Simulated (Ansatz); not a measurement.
# C3H3BF2O2: one species, many methods

One table from this session's results is given with a row withheld; the runs are named, their logs left out.

Program: Ansatz 0.2.0, Gaussian basis. Level of theory: functionals in def2-TZVPP, the program's frozen cores in correlated methods. These are calculated values, not measurements.

Plan: LDA (SPW92), PBE-D4, revPBE-D4, BLYP-D4, r2SCAN-D4, B97M-V, PBE0-D4, B3LYP-D4, r2SCANh-D4, r2SCAN0-D4, HSE06-D4, BHLYP-D4, CAM-B3LYP-D4, LC-ωPBE, ωB97X-V, ωB97M-V, B2PLYP, PBE-QIDH; CCSD(T)/def2-SVP; CCSD(T)/def2-TZVPP; MP2/def2-QZVPP; extrapolation to the limit; RPA on PBE.

### The geometry

All runs share one geometry, relaxed beforehand with PBE0-D4 in a triple-zeta def2 set.

11 atoms, charge 0, spin multiplicity 1.

Atoms are counted from 1 here; the program's logs count them from 0.

Bond lengths: F1–B2 1.354 Å, B2–F3 1.353 Å, B2–O4 1.523 Å, B2–O8 1.523 Å, O4–C5 1.269 Å, C5–C6 1.383 Å, C5–H9 1.090 Å, C6–C7 1.383 Å, C6–H10 1.079 Å, C7–O8 1.269 Å, C7–H11 1.090 Å. Angles: F1–B2–F3 115.8°, F1–B2–O4 108.0°, F1–B2–O8 108.0°, F3–B2–O4 108.1°, F3–B2–O8 108.1°, O4–B2–O8 108.6°, B2–O4–C5 123.1°, O4–C5–C6 124.0°, O4–C5–H9 115.0°, C6–C5–H9 121.0°, C5–C6–C7 117.2°, C5–C6–H10 121.4°, C7–C6–H10 121.4°, C6–C7–O8 124.0°, C6–C7–H11 121.0°, O8–C7–H11 115.0°, B2–O8–C7 123.1°.

The first run:

Contents of in.yaml:

```yaml
crystal:
  periodic: [false, false, false]
  atoms:
    - {symbol: F, position_ang: [-0.664312, -2.268996, 0.849018]}
    - {symbol: B, position_ang: [0.242495, -1.263539, 0.834924]}
    - {symbol: F, position_ang: [1.345484, -1.453672, 1.595353]}
    - {symbol: O, position_ang: [-0.451318, 0.003292, 1.316889]}
    - {symbol: C, position_ang: [-0.633124, 1.018665, 0.577838]}
    - {symbol: C, position_ang: [-0.210922, 1.102930, -0.736791]}
    - {symbol: C, position_ang: [0.457784, 0.009258, -1.256702]}
    - {symbol: O, position_ang: [0.691390, -1.054163, -0.604927]}
    - {symbol: H, position_ang: [-1.154938, 1.848799, 1.055083]}
    - {symbol: H, position_ang: [-0.386555, 1.987734, -1.328078]}
    - {symbol: H, position_ang: [0.829416, 0.012692, -2.281906]}
basis:
  gaussian: {orbitals: def2-TZVPP}
hamiltonian: {xc: lda}
output: {orbitals: {seedname: orbitals}}
```

Launch:

```
$ ansatz run in.yaml --threads 4 --pin off --events-out ev --progress --plain --max-ram 11315MiB
```

Among the steps run: LDA; PBE-D4 (GGA); revPBE-D4 (GGA); BLYP-D4 (GGA); r2SCAN-D4 (meta-GGA); B97M-V (meta-GGA); PBE0-D4 (hybrid); B3LYP-D4 (hybrid); r2SCANh-D4 (hybrid); r2SCAN0-D4 (hybrid); HSE06-D4 (hybrid); BHLYP-D4 (hybrid); CAM-B3LYP-D4 (range-separated); LC-ωPBE (range-separated); ωB97X-V (range-separated); ωB97M-V (range-separated); B2PLYP (double hybrid); PBE-QIDH (double hybrid).

One of the session's tables, all rows but one given; the rest of the session is left out.

It belongs to the step «Orbital energies across the functionals». 

| functional | HOMO (eV) | LUMO (eV) | gap (eV) |
| --- | --- | --- | --- |
| LDA (SPW92) | ? | ? | ? |
| PBE-D4 | -7.14 | -3.69 | 3.45 |
| revPBE-D4 | -7.05 | -3.59 | 3.46 |
| BLYP-D4 | -7.00 | -3.56 | 3.44 |
| r2SCAN-D4 | -7.38 | -3.58 | 3.80 |
| B97M-V | -7.39 | -3.49 | 3.89 |
| PBE0-D4 | -8.31 | -2.82 | 5.50 |
| B3LYP-D4 | -8.11 | -3.04 | 5.07 |
| r2SCANh-D4 | -7.83 | -3.25 | 4.57 |
| r2SCAN0-D4 | -8.49 | -2.75 | 5.74 |
| HSE06-D4 | -7.92 | -3.20 | 4.72 |
| BHLYP-D4 | -9.36 | -1.78 | 7.57 |
| CAM-B3LYP-D4 | -9.61 | -1.71 | 7.90 |
| LC-ωPBE | -10.86 | -0.58 | 10.28 |
| ωB97X-V | -10.53 | -0.59 | 9.94 |
| ωB97M-V | -10.45 | -0.64 | 9.80 |

Q: Estimate the row for LDA (SPW92) from the others.

As computed: HOMO (eV): -7.38; LUMO (eV): -3.97; gap (eV): 3.41.
